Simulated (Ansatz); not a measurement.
From input file to script: AlBH4OSiTe, SMILES BO[SiH]1[AlH][Te]1 in Ansatz 0.2.0.

```yaml
crystal:
  periodic: [false, false, false]
  atoms:
    - { symbol: B, position_ang: [1.8608, 0.356, -0.5426] }
    - { symbol: O, position_ang: [0.5986, 0.1454, -1.3347] }
    - { symbol: Si, position_ang: [-0.4757, -0.7097, -0.2883] }
    - { symbol: Al, position_ang: [-1.7817, 0.6999, 0.993] }
    - { symbol: Te, position_ang: [-2.7276, -0.7393, -1.1224] }
    - { symbol: H, position_ang: [1.9187, 1.4172, 0.0647] }
    - { symbol: H, position_ang: [2.7383, -0.3632, -0.5868] }
    - { symbol: H, position_ang: [0.1043, -1.9701, 0.2468] }
    - { symbol: H, position_ang: [-2.1472, 1.1176, 2.5533] }
basis:
  gaussian:
    orbitals: def2-SVPD
hamiltonian:
  xc:
    name: BHLYP
```

`albh4osite_energy.py`:
```python
import sys

import ansatz as az

BASIS_SET = "def2-SVPD"

geometry = (
    az.Crystal.molecule()
    .atom("B", [1.8608, 0.356, -0.5426])
    .atom("O", [0.5986, 0.1454, -1.3347])
    .atom("Si", [-0.4757, -0.7097, -0.2883])
    .atom("Al", [-1.7817, 0.6999, 0.993])
    .atom("Te", [-2.7276, -0.7393, -1.1224])
    .atom("H", [1.9187, 1.4172, 0.0647])
    .atom("H", [2.7383, -0.3632, -0.5868])
    .atom("H", [0.1043, -1.9701, 0.2468])
    .atom("H", [-2.1472, 1.1176, 2.5533])
)

calculation = (
    geometry.calculation()
    .basis(gaussian=BASIS_SET)
    .functional(az.LibraryFunctional("BHLYP"))
)
try:
    summary = calculation.run(threads=1, pin="off").report
except az.AnsatzError as error:
    sys.exit(f"{type(error).__name__}: {error}")

for key in ("converged", "free_energy_ev", "reference_energy_ev", "n_frozen", "n_occupied", "n_virtual"):
    print(f"{key:22s} {summary[key]}")

field = summary["mean_field"]
print("<S^2> =", round(abs(field["state"]["spin_squared"]), 4), " all-electron relativity setting:", field["relativity"])
print("passes:", field["passes"])
if "symmetry" in field:
    print("occupied orbitals by irrep:", field["symmetry"]["occupied"])
```

```console
$ python albh4osite_energy.py
converged              True
free_energy_ev         -24547.691558316907
reference_energy_ev    -24547.691558316907
n_frozen               0
n_occupied             [34, 34]
n_virtual              [124, 124]
<S^2> = 0.0  all-electron relativity setting: none
passes: {'evaluations': 18, 'products': 17}
occupied orbitals by irrep: [{'A': 34}, {'A': 34}]
```

Reading the output:
- Total energies depend on the basis set; only differences at equal settings carry meaning.
- The geometry is a force-field or estimated start, not a minimum of this method, and the basis set is short of its limit.
- def2 sets replace the cores of elements past krypton by effective core potentials.
- It ran for 19 s on 1 thread of Arm Neoverse N1 (shared host), peak memory 0.44 GiB.

(Lines on the test bed's own set-up are left out of the output.)
